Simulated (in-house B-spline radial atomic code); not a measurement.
# Pr⁸⁺: excited configurations in jj coupling

Aim: the energies of several excited configurations of Pr⁸⁺ above a reference configuration, each from its own self-consistent run.

Method: Dirac-Hartree-Fock, average of configuration, Fermi nucleus, basis-set limit. Code: in-house B-spline radial atomic code version 1.

## Step 1: The system

```
element       : praseodymium (Z = 59)
charge        : +8
electrons     : 51
configuration : 1s2 2s2 2p6 3s2 3p6 3d10 4s2 4p6 4d10 4f-1 5s2 5p-2
Hamiltonian   : Dirac-Coulomb
nucleus       : Fermi, rms radius 4.892 fm
```

In configurations, a minus sign after the shell means j = l − 1/2 and a plus sign j = l + 1/2; the count of electrons follows.

Input settings:

```ini
Z = 59
electrons = 51.0
configuration = 1s2 2s2 2p6 3s2 3p6 3d10 4s2 4p6 4d10 4f-1 5s2 5p-2
hamiltonian = dirac
method = hf
spin_polarised = False
nucleus = fermi
rms_radius = 4.8919
mass_number = 141
atomic_mass = 140.907659604
speed_of_light = 137.035999084
```

The reference is known from an earlier run: -9222.917096 hartree in all. Up to eight levels, counted from the top:

| orbital | occupation | energy (eV) | <r> (bohr) |
| --- | --- | --- | --- |
| 4s1/2 | 2 | -445.17 | 0.6180 |
| 4p1/2 | 2 | -380.05 | 0.6346 |
| 4p3/2 | 4 | -356.71 | 0.6612 |
| 4d3/2 | 4 | -247.82 | 0.7063 |
| 4d5/2 | 6 | -241.94 | 0.7140 |
| 5s1/2 | 2 | -146.27 | 1.361 |
| 5p1/2 | 2 | -126.72 | 1.456 |
| 4f5/2 | 1 | -125.25 | 0.8475 |

## Step 2: Configuration 1s2 2s2 2p6 3s2 3p6 3d10 4s2 4p6 4d-3 4d+6 4f+1 5s2 5p+2 7g-1

Input settings:

```ini
Z = 59
electrons = 51.0
configuration = 1s2 2s2 2p6 3s2 3p6 3d10 4s2 4p6 4d-3 4d+6 4f+1 5s2 5p+2 7g-1
hamiltonian = dirac
method = hf
spin_polarised = False
nucleus = fermi
rms_radius = 4.8919
mass_number = 141
atomic_mass = 140.907659604
speed_of_light = 137.035999084
```

## Step 3: 1s2 2s2 2p6 3s2 3p6 3d10 4s2 4p6 4d-3 4d+6 4f+1 5s2 5p-2 7f-1

The settings differ from step 2 so:

```diff
@@ -2,3 +2,3 @@
 electrons = 51.0
-configuration = 1s2 2s2 2p6 3s2 3p6 3d10 4s2 4p6 4d-3 4d+6 4f+1 5s2 5p+2 7g-1
+configuration = 1s2 2s2 2p6 3s2 3p6 3d10 4s2 4p6 4d-3 4d+6 4f+1 5s2 5p-2 7f-1
 hamiltonian = dirac
```

## Step 4: 1s2 2s2 2p6 3s2 3p6 3d10 4s2 4p6 4d10 4f+2 5s2 5p+1

The settings differ from step 3 so:

```diff
@@ -2,3 +2,3 @@
 electrons = 51.0
-configuration = 1s2 2s2 2p6 3s2 3p6 3d10 4s2 4p6 4d-3 4d+6 4f+1 5s2 5p-2 7f-1
+configuration = 1s2 2s2 2p6 3s2 3p6 3d10 4s2 4p6 4d10 4f+2 5s2 5p+1
 hamiltonian = dirac
```

## Step 5: Run with 1s2 2s2 2p6 3s2 3p6 3d10 4s2 4p6 4d10 5s2 5p-2 7p+1

The settings differ from step 4 so:

```diff
@@ -2,3 +2,3 @@
 electrons = 51.0
-configuration = 1s2 2s2 2p6 3s2 3p6 3d10 4s2 4p6 4d10 4f+2 5s2 5p+1
+configuration = 1s2 2s2 2p6 3s2 3p6 3d10 4s2 4p6 4d10 5s2 5p-2 7p+1
 hamiltonian = dirac
```

## Step 6: 1s2 2s2 2p6 3s2 3p6 3d10 4s2 4p6 4d-3 4d+6 4f-1 5s2 5p-1 5p+1 8d+1

The settings differ from step 5 so:

```diff
@@ -2,3 +2,3 @@
 electrons = 51.0
-configuration = 1s2 2s2 2p6 3s2 3p6 3d10 4s2 4p6 4d10 5s2 5p-2 7p+1
+configuration = 1s2 2s2 2p6 3s2 3p6 3d10 4s2 4p6 4d-3 4d+6 4f-1 5s2 5p-1 5p+1 8d+1
 hamiltonian = dirac
```

## Step 7: 1s2 2s2 2p6 3s2 3p6 3d10 4s2 4p6 4d10 5s2 5p+2 6d+1

The settings differ from step 6 so:

```diff
@@ -2,3 +2,3 @@
 electrons = 51.0
-configuration = 1s2 2s2 2p6 3s2 3p6 3d10 4s2 4p6 4d-3 4d+6 4f-1 5s2 5p-1 5p+1 8d+1
+configuration = 1s2 2s2 2p6 3s2 3p6 3d10 4s2 4p6 4d10 5s2 5p+2 6d+1
 hamiltonian = dirac
```

Q: How far above the reference does each configuration lie (order and size, in eV)?

The runs gave:

| net move | configuration | energy above the reference (eV) | with Breit, QED, recoil (eV) | largest <r> (bohr) |
| --- | --- | --- | --- | --- |
| 4f5/2, 2×5p1/2 → 2×4f7/2, 5p3/2 | 1s2 2s2 2p6 3s2 3p6 3d10 4s2 4p6 4d10 4f+2 5s2 5p+1 | 14.548 | 14.238 | 1.52 |
| 4f5/2, 2×5p1/2 → 2×5p3/2, 6d5/2 | 1s2 2s2 2p6 3s2 3p6 3d10 4s2 4p6 4d10 5s2 5p+2 6d+1 | 77.985 | 78.000 | 3.16 |
| 4f5/2 → 7p3/2 | 1s2 2s2 2p6 3s2 3p6 3d10 4s2 4p6 4d10 5s2 5p-2 7p+1 | 80.936 | 81.068 | 4.29 |
| 4d3/2, 4f5/2 → 4f7/2, 7f5/2 | 1s2 2s2 2p6 3s2 3p6 3d10 4s2 4p6 4d-3 4d+6 4f+1 5s2 5p-2 7f-1 | 215.58 | 215.47 | 5.86 |
| 4d3/2, 5p1/2 → 5p3/2, 8d5/2 | 1s2 2s2 2p6 3s2 3p6 3d10 4s2 4p6 4d-3 4d+6 4f-1 5s2 5p-1 5p+1 8d+1 | 222.92 | 222.80 | 6.89 |
| 4d3/2, 4f5/2, 2×5p1/2 → 4f7/2, 2×5p3/2, 7g7/2 | 1s2 2s2 2p6 3s2 3p6 3d10 4s2 4p6 4d-3 4d+6 4f+1 5s2 5p+2 7g-1 | 228.93 | 228.72 | 6.77 |

**Reading.** At the bottom stands 4f5/2, 2×5p1/2 → 2×4f7/2, 5p3/2 (14.548 eV), at the top 4d3/2, 4f5/2, 2×5p1/2 → 4f7/2, 2×5p3/2, 7g7/2 (228.93 eV). Koopmans' estimate of the ionisation threshold is 125.25 eV; 3 configurations exceed it by over 2 % and could autoionise. These are averages over configurations, without correlation, not spectroscopic levels.
